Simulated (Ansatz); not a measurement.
# FGeH3O2: the cost of one run

Computed with Ansatz 0.2.0, driven from Python. Level of theory: CAM-B3LYP/6-31G*.

### 1 The system

Bond lengths: O1–Ge2 1.745 Å, Ge2–O3 1.760 Å, Ge2–F4 1.701 Å, O1–H5 1.043 Å, Ge2–H6 1.557 Å, O3–H7 0.985 Å. Angles: O1–Ge2–O3 107.6°, O1–Ge2–F4 110.6°, O1–Ge2–H6 110.1°, O3–Ge2–F4 107.4°, O3–Ge2–H6 109.8°, F4–Ge2–H6 111.2°, Ge2–O1–H5 105.1°, Ge2–O3–H7 108.5°.

No structure file is read: the coordinates are typed or built in the script.

### 2 The code

Input file fgeh3o2_ip.py:

```python
# -*- coding: utf-8 -*-
import ansatz as az

BASIS_SET = "6-31G*"
XC = "cam_b3lyp"


def single_point(molecule, charge=0, unpaired=0):
    calc = (
        molecule.calculation()
        .basis(gaussian=BASIS_SET)
        .functional(XC)
    )
    if charge:
        calc = calc.charge(charge)
    if unpaired:
        calc = calc.spin("collinear", total=unpaired)
    report = calc.run(threads=1).report
    if report["published_state_doubts"]:
        print("  doubts:", report["published_state_doubts"])
    return report["free_energy_ev"]

mol = (
    az.Crystal.molecule()
    .atom("O", [-0.3242, 1.0522, -0.9961])
    .atom("Ge", [-0.1138, -0.066, 0.3273])
    .atom("O", [1.5731, -0.567, 0.3371])
    .atom("F", [-1.0586, -1.4603, 0.088])
    .atom("H", [-1.3257, 1.341, -0.9523])
    .atom("H", [-0.4665, 0.6288, 1.6755])
    .atom("H", [1.777, -0.9967, -0.5252])
)

parent = single_point(mol, 0, 0)
cation = single_point(mol, 1, 1)
print(f"E(N)   = {parent:.5f} eV")
print(f"E(N-1) = {cation:.5f} eV  (1 unpaired)")
print(f"vertical ionisation energy {cation - parent:.3f} eV")
```

### 3 The calls as engine input

The engine receives this input (first run):

```yaml
crystal:
  periodic: [false, false, false]
  atoms:
    - { symbol: O, position_ang: [-0.3242, 1.0522, -0.9961] }
    - { symbol: Ge, position_ang: [-0.1138, -0.066, 0.3273] }
    - { symbol: O, position_ang: [1.5731, -0.567, 0.3371] }
    - { symbol: F, position_ang: [-1.0586, -1.4603, 0.088] }
    - { symbol: H, position_ang: [-1.3257, 1.341, -0.9523] }
    - { symbol: H, position_ang: [-0.4665, 0.6288, 1.6755] }
    - { symbol: H, position_ang: [1.777, -0.9967, -0.5252] }
basis:
  gaussian:
    orbitals: "6-31G*"
hamiltonian:
  xc: cam_b3lyp
```

### 4 Launch

Launch:

```console
> python fgeh3o2_ip.py
```

Q: Estimate wall time and peak memory on 1 thread of Arm Neoverse V1, shared host.

About 19 s, with a peak of 0.32 GiB.
